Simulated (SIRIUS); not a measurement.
# NiMoIrPdW (P3m1) in SIRIUS: convergence with gk cutoff, part 3 of 4

SIRIUS 7.12.0. Earlier steps stand in the parts before.

### 5 With gk cutoff 3.53 1/bohr

Contents of sirius.json:

```json
{
  "control": {
    "processing_unit": "cpu",
    "std_evp_solver_name": "lapack",
    "gen_evp_solver_name": "lapack",
    "verbosity": 2,
    "print_forces": true,
    "ortho_rf": true,
    "use_second_variation": true,
    "rmt_max": 3.0,
    "num_bands_to_print": 24,
    "save_wf": true
  },
  "parameters": {
    "electronic_structure_method": "full_potential_lapwlo",
    "xc_functionals": ["XC_GGA_X_PBE_SOL", "XC_GGA_C_PBE_SOL"],
    "core_relativity": "dirac",
    "valence_relativity": "iora",
    "num_fv_states": 85,
    "smearing": "fermi_dirac",
    "smearing_width": 0.0018374661,
    "pw_cutoff": 20,
    "gk_cutoff": 3.53,
    "lmax_apw": 10,
    "lmax_rho": 8,
    "lmax_pot": 8,
    "num_mag_dims": 1,
    "auto_rmt": 0,
    "ngridk": [2, 2, 2],
    "shiftk": [0, 0, 0],
    "num_dft_iter": 80,
    "energy_tol": 1e-07,
    "density_tol": 1e-05,
    "use_symmetry": true
  },
  "settings": {"tol_ne": 1e-10},
  "iterative_solver": {"type": "exact"},
  "mixer": {"type": "anderson", "beta": 0.4, "max_history": 8},
  "unit_cell": {
    "lattice_vectors": [[7.836127321, 0.0, 0.0], [-3.9180636605, 6.7862899724, -0.0], [0.0, -0.0, 10.2353047115]],
    "atom_types": ["Ir", "Mo", "Ni", "Pd", "W"],
    "atom_files": {"Ir": "Ir.json", "Mo": "Mo.json", "Ni": "Ni.json", "Pd": "Pd.json", "W": "W.json"},
    "atoms": {
      "Ir": [[0.33333, 0.66667, 0.25641, 0.0, 0.0, 0.6]],
      "Mo": [[0.66667, 0.33333, 0.45996, 0.0, 0.0, 1.0]],
      "Ni": [[0.0, 0.0, 0.02221, 0.0, 0.0, 1.0]],
      "Pd": [[0.33333, 0.66667, 0.74601, 0.0, 0.0, 0.0]],
      "W": [[0.66667, 0.33333, 0.99985, 0.0, 0.0, 0.0]]
    }
  }
}
```

Contents of Ir.json:

```json
{
  "name": "iridium",
  "symbol": "Ir",
  "number": 77,
  "mass": 192.217,
  "rmin": 1e-06,
  "rmt": 2.34,
  "nrmt": 800,
  "rinf": 13.6,
[... 26 lines left out ...]
    {"l": 2, "basis": [{"enu": 0.3, "dme": 0, "n": 0, "auto": 0}, {"enu": 3.149, "dme": 0, "n": 0, "auto": 0}]},
    {"l": 3, "basis": [{"enu": 0.3, "dme": 0, "n": 0, "auto": 0}, {"enu": 0.3, "dme": 1, "n": 0, "auto": 0}]},
    {
      "l": 3,
      "basis": [{"enu": -1.7696, "dme": 0, "n": 4, "auto": 1}, {"enu": -1.7696, "dme": 1, "n": 4, "auto": 1}]
    },
    {"l": 3, "basis": [{"enu": -1.7696, "dme": 1, "n": 4, "auto": 1}, {"enu": 0.3, "dme": 0, "n": 0, "auto": 0}]},
    {"l": 3, "basis": [{"enu": 0.3, "dme": 0, "n": 0, "auto": 0}, {"enu": 4.537, "dme": 0, "n": 0, "auto": 0}]},
    {"l": 4, "basis": [{"enu": 0.3, "dme": 0, "n": 0, "auto": 0}, {"enu": 0.3, "dme": 1, "n": 0, "auto": 0}]},
    {"l": 4, "basis": [{"enu": 0.3, "dme": 0, "n": 0, "auto": 0}, {"enu": 3.8065, "dme": 0, "n": 0, "auto": 0}]}
  ],
  "free_atom": [... radial grid and density of the free atom, the start of the SCF ...]
}
```

Contents of Mo.json:

```json
{
  "name": "molybdenum",
  "symbol": "Mo",
  "number": 42,
  "mass": 95.96,
  "rmin": 1e-06,
[... 20 lines left out ...]
    {
      "l": 1,
      "basis": [{"enu": -0.9713, "dme": 0, "n": 4, "auto": 1}, {"enu": -0.9713, "dme": 1, "n": 4, "auto": 1}]
    },
    {"l": 1, "basis": [{"enu": -0.9713, "dme": 1, "n": 4, "auto": 1}, {"enu": 0.3, "dme": 0, "n": 0, "auto": 0}]},
    {"l": 1, "basis": [{"enu": 0.3, "dme": 0, "n": 0, "auto": 0}, {"enu": 3.9346, "dme": 0, "n": 0, "auto": 0}]},
    {"l": 2, "basis": [{"enu": 0.3, "dme": 0, "n": 0, "auto": 0}, {"enu": 0.3, "dme": 1, "n": 0, "auto": 0}]},
    {"l": 2, "basis": [{"enu": 0.3, "dme": 1, "n": 0, "auto": 0}, {"enu": 0.3, "dme": 2, "n": 0, "auto": 0}]},
    {"l": 2, "basis": [{"enu": 0.3, "dme": 0, "n": 0, "auto": 0}, {"enu": 3.3815, "dme": 0, "n": 0, "auto": 0}]},
    {"l": 3, "basis": [{"enu": 0.3, "dme": 0, "n": 0, "auto": 0}, {"enu": 0.3, "dme": 1, "n": 0, "auto": 0}]},
    {"l": 3, "basis": [{"enu": 0.3, "dme": 0, "n": 0, "auto": 0}, {"enu": 3.737, "dme": 0, "n": 0, "auto": 0}]}
  ],
  "free_atom": [... radial grid and density of the free atom, the start of the SCF ...]
}
```

Contents of Ni.json:

```json
{
  "name": "nickel",
  "symbol": "Ni",
  "number": 28,
  "mass": 58.6934,
  "rmin": 1e-06,
  "rmt": 2.12,
  "nrmt": 800,
  "rinf": 14.89,
  "core": "1s2s2p",
[... 19 lines left out ...]
    },
    {"l": 1, "basis": [{"enu": -2.1009, "dme": 1, "n": 3, "auto": 1}, {"enu": 0.3, "dme": 0, "n": 0, "auto": 0}]},
    {"l": 1, "basis": [{"enu": 0.3, "dme": 0, "n": 0, "auto": 0}, {"enu": 4.394, "dme": 0, "n": 0, "auto": 0}]},
    {
      "l": 2,
      "basis": [{"enu": 0.2891, "dme": 0, "n": 0, "auto": 0}, {"enu": 0.2891, "dme": 1, "n": 0, "auto": 0}]
    },
    {
      "l": 2,
      "basis": [{"enu": 0.2891, "dme": 1, "n": 0, "auto": 0}, {"enu": 0.2891, "dme": 2, "n": 0, "auto": 0}]
    },
    {"l": 2, "basis": [{"enu": 0.2891, "dme": 0, "n": 0, "auto": 0}, {"enu": 3.76, "dme": 0, "n": 0, "auto": 0}]},
    {"l": 3, "basis": [{"enu": 0.3, "dme": 0, "n": 0, "auto": 0}, {"enu": 0.3, "dme": 1, "n": 0, "auto": 0}]},
    {"l": 3, "basis": [{"enu": 0.3, "dme": 0, "n": 0, "auto": 0}, {"enu": 4.1715, "dme": 0, "n": 0, "auto": 0}]}
  ],
  "free_atom": [... radial grid and density of the free atom, the start of the SCF ...]
}
```

Contents of Pd.json:

```json
{
  "name": "palladium",
  "symbol": "Pd",
  "number": 46,
  "mass": 106.42,
  "rmin": 1e-06,
[... 17 lines left out ...]
    {
      "l": 1,
      "basis": [{"enu": -1.4249, "dme": 0, "n": 4, "auto": 1}, {"enu": -1.4249, "dme": 1, "n": 4, "auto": 1}]
    },
    {"l": 1, "basis": [{"enu": -1.4249, "dme": 1, "n": 4, "auto": 1}, {"enu": 0.3, "dme": 0, "n": 0, "auto": 0}]},
    {"l": 1, "basis": [{"enu": 0.3, "dme": 0, "n": 0, "auto": 0}, {"enu": 3.9346, "dme": 0, "n": 0, "auto": 0}]},
    {"l": 2, "basis": [{"enu": 0.3, "dme": 0, "n": 0, "auto": 0}, {"enu": 0.3, "dme": 1, "n": 0, "auto": 0}]},
    {"l": 2, "basis": [{"enu": 0.3, "dme": 1, "n": 0, "auto": 0}, {"enu": 0.3, "dme": 2, "n": 0, "auto": 0}]},
    {"l": 2, "basis": [{"enu": 0.3, "dme": 0, "n": 0, "auto": 0}, {"enu": 3.3815, "dme": 0, "n": 0, "auto": 0}]},
    {"l": 3, "basis": [{"enu": 0.3, "dme": 0, "n": 0, "auto": 0}, {"enu": 0.3, "dme": 1, "n": 0, "auto": 0}]},
    {"l": 3, "basis": [{"enu": 0.3, "dme": 0, "n": 0, "auto": 0}, {"enu": 3.737, "dme": 0, "n": 0, "auto": 0}]}
  ],
  "free_atom": [... radial grid and density of the free atom, the start of the SCF ...]
}
```

Contents of W.json:

```json
{
  "name": "tungsten",
  "symbol": "W",
  "number": 74,
  "mass": 183.84,
  "rmin": 1e-06,
  "rmt": 2.34,
  "nrmt": 800,
  "rinf": 14.93,
[... 26 lines left out ...]
    {"l": 2, "basis": [{"enu": 0.3, "dme": 0, "n": 0, "auto": 0}, {"enu": 3.149, "dme": 0, "n": 0, "auto": 0}]},
    {"l": 3, "basis": [{"enu": 0.3, "dme": 0, "n": 0, "auto": 0}, {"enu": 0.3, "dme": 1, "n": 0, "auto": 0}]},
    {
      "l": 3,
      "basis": [{"enu": -0.7662, "dme": 0, "n": 4, "auto": 1}, {"enu": -0.7662, "dme": 1, "n": 4, "auto": 1}]
    },
    {"l": 3, "basis": [{"enu": -0.7662, "dme": 1, "n": 4, "auto": 1}, {"enu": 0.3, "dme": 0, "n": 0, "auto": 0}]},
    {"l": 3, "basis": [{"enu": 0.3, "dme": 0, "n": 0, "auto": 0}, {"enu": 4.537, "dme": 0, "n": 0, "auto": 0}]},
    {"l": 4, "basis": [{"enu": 0.3, "dme": 0, "n": 0, "auto": 0}, {"enu": 0.3, "dme": 1, "n": 0, "auto": 0}]},
    {"l": 4, "basis": [{"enu": 0.3, "dme": 0, "n": 0, "auto": 0}, {"enu": 3.8065, "dme": 0, "n": 0, "auto": 0}]}
  ],
  "free_atom": [... radial grid and density of the free atom, the start of the SCF ...]
}
```

Contents of sirius_start.json:

```json
{
  "control": {
    "processing_unit": "cpu",
    "std_evp_solver_name": "lapack",
    "gen_evp_solver_name": "lapack",
    "verbosity": 1,
    "print_forces": false,
    "ortho_rf": true,
    "use_second_variation": true,
    "rmt_max": 3.0,
    "num_bands_to_print": 24,
    "save_wf": false
  },
  "parameters": {
    "electronic_structure_method": "full_potential_lapwlo",
    "xc_functionals": ["XC_LDA_X", "XC_LDA_C_PW"],
    "core_relativity": "dirac",
    "valence_relativity": "iora",
    "num_fv_states": 85,
    "smearing": "fermi_dirac",
    "smearing_width": 0.0055123983,
    "pw_cutoff": 20,
    "gk_cutoff": 2.82,
    "lmax_apw": 10,
    "lmax_rho": 8,
    "lmax_pot": 8,
    "num_mag_dims": 1,
    "auto_rmt": 0,
    "ngridk": [1, 1, 1],
    "shiftk": [0, 0, 0],
    "num_dft_iter": 30,
    "energy_tol": 0.01,
    "density_tol": 0.05,
    "use_symmetry": true
  },
  "settings": {"tol_ne": 1e-10},
  "iterative_solver": {"type": "exact"},
  "mixer": {"type": "anderson", "beta": 0.4, "max_history": 8},
  "unit_cell": {
    "lattice_vectors": [[7.836127321, 0.0, 0.0], [-3.9180636605, 6.7862899724, -0.0], [0.0, -0.0, 10.2353047115]],
    "atom_types": ["Ir", "Mo", "Ni", "Pd", "W"],
    "atom_files": {"Ir": "Ir.json", "Mo": "Mo.json", "Ni": "Ni.json", "Pd": "Pd.json", "W": "W.json"},
    "atoms": {
      "Ir": [[0.33333, 0.66667, 0.25641, 0.0, 0.0, 0.6]],
      "Mo": [[0.66667, 0.33333, 0.45996, 0.0, 0.0, 1.0]],
      "Ni": [[0.0, 0.0, 0.02221, 0.0, 0.0, 1.0]],
      "Pd": [[0.33333, 0.66667, 0.74601, 0.0, 0.0, 0.0]],
      "W": [[0.66667, 0.33333, 0.99985, 0.0, 0.0, 0.0]]
    }
  }
}
```

Command:

```bash
$ OMP_NUM_THREADS=2 sirius.scf --input=sirius_start.json --output=start.json
$ OMP_NUM_THREADS=2 sirius.scf --input=sirius.json --output=output.json --task=1
```

It took 7.4 min on 2 threads of Arm Neoverse V2, shared host; peak memory 1.1 GiB.

Results:

| Item | Value |
| --- | --- |
| Free energy | -1214336.5455 eV |
| Largest force | 1.813 eV/Å |
| Band gap on the k mesh | none (metal or under the smearing width) |
| Net moment | 0.00 μB per cell |
| All electrons inside the program's atomic spheres | Ni 26.76; Mo 39.39; Pd 44.14; Ir 74.89; W 71.48 (radii Ir 2.34, Mo 2.25, Ni 2.12, Pd 2.25, W 2.34 bohr) |

### 6 With gk cutoff 3.94 1/bohr

sirius.json: that of step 5 with these lines changed.

```diff
@@ -22,4 +22,4 @@
     "pw_cutoff": 20,
-    "gk_cutoff": 3.53,
-    "lmax_apw": 10,
+    "gk_cutoff": 3.94,
+    "lmax_apw": 11,
     "lmax_rho": 8,
```

Contents of Ir.json:

```json
{
  "name": "iridium",
  "symbol": "Ir",
  "number": 77,
  "mass": 192.217,
  "rmin": 1e-06,
  "rmt": 2.34,
  "nrmt": 800,
  "rinf": 13.6,
  "core": "1s2s2p3s3p3d4s4p4d",
  "valence": [
    {"basis": [{"enu": 0.21, "dme": 0, "n": 0, "auto": 0}, {"enu": 0.21, "dme": 1, "n": 0, "auto": 0}]},
[... 30 lines left out ...]
    {"l": 3, "basis": [{"enu": 0.31, "dme": 0, "n": 0, "auto": 0}, {"enu": 0.31, "dme": 1, "n": 0, "auto": 0}]},
    {
      "l": 3,
      "basis": [{"enu": -1.7596, "dme": 0, "n": 4, "auto": 1}, {"enu": -1.7596, "dme": 1, "n": 4, "auto": 1}]
    },
    {
      "l": 3,
      "basis": [{"enu": -1.7596, "dme": 1, "n": 4, "auto": 1}, {"enu": 0.31, "dme": 0, "n": 0, "auto": 0}]
    },
    {"l": 3, "basis": [{"enu": 0.31, "dme": 0, "n": 0, "auto": 0}, {"enu": 4.547, "dme": 0, "n": 0, "auto": 0}]},
    {"l": 4, "basis": [{"enu": 0.31, "dme": 0, "n": 0, "auto": 0}, {"enu": 0.31, "dme": 1, "n": 0, "auto": 0}]},
    {"l": 4, "basis": [{"enu": 0.31, "dme": 0, "n": 0, "auto": 0}, {"enu": 3.8165, "dme": 0, "n": 0, "auto": 0}]}
  ],
  "free_atom": [... radial grid and density of the free atom, the start of the SCF ...]
}
```

Contents of Mo.json:

```json
{
  "name": "molybdenum",
  "symbol": "Mo",
  "number": 42,
[... 25 lines left out ...]
    {
      "l": 1,
      "basis": [{"enu": -0.9613, "dme": 0, "n": 4, "auto": 1}, {"enu": -0.9613, "dme": 1, "n": 4, "auto": 1}]
    },
    {
      "l": 1,
      "basis": [{"enu": -0.9613, "dme": 1, "n": 4, "auto": 1}, {"enu": 0.31, "dme": 0, "n": 0, "auto": 0}]
    },
    {"l": 1, "basis": [{"enu": 0.31, "dme": 0, "n": 0, "auto": 0}, {"enu": 3.9446, "dme": 0, "n": 0, "auto": 0}]},
    {"l": 2, "basis": [{"enu": 0.31, "dme": 0, "n": 0, "auto": 0}, {"enu": 0.31, "dme": 1, "n": 0, "auto": 0}]},
    {"l": 2, "basis": [{"enu": 0.31, "dme": 1, "n": 0, "auto": 0}, {"enu": 0.31, "dme": 2, "n": 0, "auto": 0}]},
    {"l": 2, "basis": [{"enu": 0.31, "dme": 0, "n": 0, "auto": 0}, {"enu": 3.3915, "dme": 0, "n": 0, "auto": 0}]},
    {"l": 3, "basis": [{"enu": 0.31, "dme": 0, "n": 0, "auto": 0}, {"enu": 0.31, "dme": 1, "n": 0, "auto": 0}]},
    {"l": 3, "basis": [{"enu": 0.31, "dme": 0, "n": 0, "auto": 0}, {"enu": 3.747, "dme": 0, "n": 0, "auto": 0}]}
  ],
  "free_atom": [... radial grid and density of the free atom, the start of the SCF ...]
}
```

Contents of Ni.json:

```json
{
  "name": "nickel",
  "symbol": "Ni",
  "number": 28,
  "mass": 58.6934,
  "rmin": 1e-06,
  "rmt": 2.12,
  "nrmt": 800,
  "rinf": 14.89,
  "core": "1s2s2p",
  "valence": [
[... 22 lines left out ...]
    {
      "l": 1,
      "basis": [{"enu": -2.0909, "dme": 1, "n": 3, "auto": 1}, {"enu": 0.31, "dme": 0, "n": 0, "auto": 0}]
    },
    {"l": 1, "basis": [{"enu": 0.31, "dme": 0, "n": 0, "auto": 0}, {"enu": 4.404, "dme": 0, "n": 0, "auto": 0}]},
    {"l": 2, "basis": [{"enu": 0.299, "dme": 0, "n": 0, "auto": 0}, {"enu": 0.299, "dme": 1, "n": 0, "auto": 0}]},
    {"l": 2, "basis": [{"enu": 0.299, "dme": 1, "n": 0, "auto": 0}, {"enu": 0.299, "dme": 2, "n": 0, "auto": 0}]},
    {"l": 2, "basis": [{"enu": 0.299, "dme": 0, "n": 0, "auto": 0}, {"enu": 3.77, "dme": 0, "n": 0, "auto": 0}]},
    {"l": 3, "basis": [{"enu": 0.31, "dme": 0, "n": 0, "auto": 0}, {"enu": 0.31, "dme": 1, "n": 0, "auto": 0}]},
    {"l": 3, "basis": [{"enu": 0.31, "dme": 0, "n": 0, "auto": 0}, {"enu": 4.1815, "dme": 0, "n": 0, "auto": 0}]}
  ],
  "free_atom": [... radial grid and density of the free atom, the start of the SCF ...]
}
```

Contents of Pd.json:

```json
{
  "name": "palladium",
  "symbol": "Pd",
  "number": 46,
[... 19 lines left out ...]
    {
      "l": 1,
      "basis": [{"enu": -1.4149, "dme": 0, "n": 4, "auto": 1}, {"enu": -1.4149, "dme": 1, "n": 4, "auto": 1}]
    },
    {
      "l": 1,
      "basis": [{"enu": -1.4149, "dme": 1, "n": 4, "auto": 1}, {"enu": 0.31, "dme": 0, "n": 0, "auto": 0}]
    },
    {"l": 1, "basis": [{"enu": 0.31, "dme": 0, "n": 0, "auto": 0}, {"enu": 3.9446, "dme": 0, "n": 0, "auto": 0}]},
    {"l": 2, "basis": [{"enu": 0.31, "dme": 0, "n": 0, "auto": 0}, {"enu": 0.31, "dme": 1, "n": 0, "auto": 0}]},
    {"l": 2, "basis": [{"enu": 0.31, "dme": 1, "n": 0, "auto": 0}, {"enu": 0.31, "dme": 2, "n": 0, "auto": 0}]},
    {"l": 2, "basis": [{"enu": 0.31, "dme": 0, "n": 0, "auto": 0}, {"enu": 3.3915, "dme": 0, "n": 0, "auto": 0}]},
    {"l": 3, "basis": [{"enu": 0.31, "dme": 0, "n": 0, "auto": 0}, {"enu": 0.31, "dme": 1, "n": 0, "auto": 0}]},
    {"l": 3, "basis": [{"enu": 0.31, "dme": 0, "n": 0, "auto": 0}, {"enu": 3.747, "dme": 0, "n": 0, "auto": 0}]}
  ],
  "free_atom": [... radial grid and density of the free atom, the start of the SCF ...]
}
```

Contents of W.json:

```json
{
  "name": "tungsten",
  "symbol": "W",
  "number": 74,
  "mass": 183.84,
  "rmin": 1e-06,
  "rmt": 2.34,
  "nrmt": 800,
  "rinf": 14.93,
  "core": "1s2s2p3s3p3d4s4p4d",
  "valence": [
    {"basis": [{"enu": 0.21, "dme": 0, "n": 0, "auto": 0}, {"enu": 0.21, "dme": 1, "n": 0, "auto": 0}]},
[... 30 lines left out ...]
    {"l": 3, "basis": [{"enu": 0.31, "dme": 0, "n": 0, "auto": 0}, {"enu": 0.31, "dme": 1, "n": 0, "auto": 0}]},
    {
      "l": 3,
      "basis": [{"enu": -0.7562, "dme": 0, "n": 4, "auto": 1}, {"enu": -0.7562, "dme": 1, "n": 4, "auto": 1}]
    },
    {
      "l": 3,
      "basis": [{"enu": -0.7562, "dme": 1, "n": 4, "auto": 1}, {"enu": 0.31, "dme": 0, "n": 0, "auto": 0}]
    },
    {"l": 3, "basis": [{"enu": 0.31, "dme": 0, "n": 0, "auto": 0}, {"enu": 4.547, "dme": 0, "n": 0, "auto": 0}]},
    {"l": 4, "basis": [{"enu": 0.31, "dme": 0, "n": 0, "auto": 0}, {"enu": 0.31, "dme": 1, "n": 0, "auto": 0}]},
    {"l": 4, "basis": [{"enu": 0.31, "dme": 0, "n": 0, "auto": 0}, {"enu": 3.8165, "dme": 0, "n": 0, "auto": 0}]}
  ],
  "free_atom": [... radial grid and density of the free atom, the start of the SCF ...]
}
```

sirius_start.json: that of step 5 with these lines changed.

```diff
@@ -22,4 +22,4 @@
     "pw_cutoff": 20,
-    "gk_cutoff": 2.82,
-    "lmax_apw": 10,
+    "gk_cutoff": 3.15,
+    "lmax_apw": 11,
     "lmax_rho": 8,
```

Potentials or basis: all-electron FP-LAPW, apw+lo standard.

Command:

```bash
$ OMP_NUM_THREADS=2 sirius.scf --input=sirius_start.json --output=start.json
$ OMP_NUM_THREADS=2 sirius.scf --input=sirius.json --output=output.json --task=1
```

Run time: 9.3 min. Hardware: 2 threads of Arm Neoverse V2, shared host; peak memory 1.2 GiB.

Results:

| Item | Value |
| --- | --- |
| Free energy | -1214336.9633 eV |
| Largest force | 1.831 eV/Å |
| Band gap on the k mesh | none (metal or under the smearing width) |
| Net moment | 0.00 μB per cell |
| All electrons inside the program's atomic spheres | Ni 26.76; Mo 39.40; Pd 44.15; Ir 74.89; W 71.48 (radii Ir 2.34, Mo 2.25, Ni 2.12, Pd 2.25, W 2.34 bohr) |

(Part 3 of 4 ends here.)
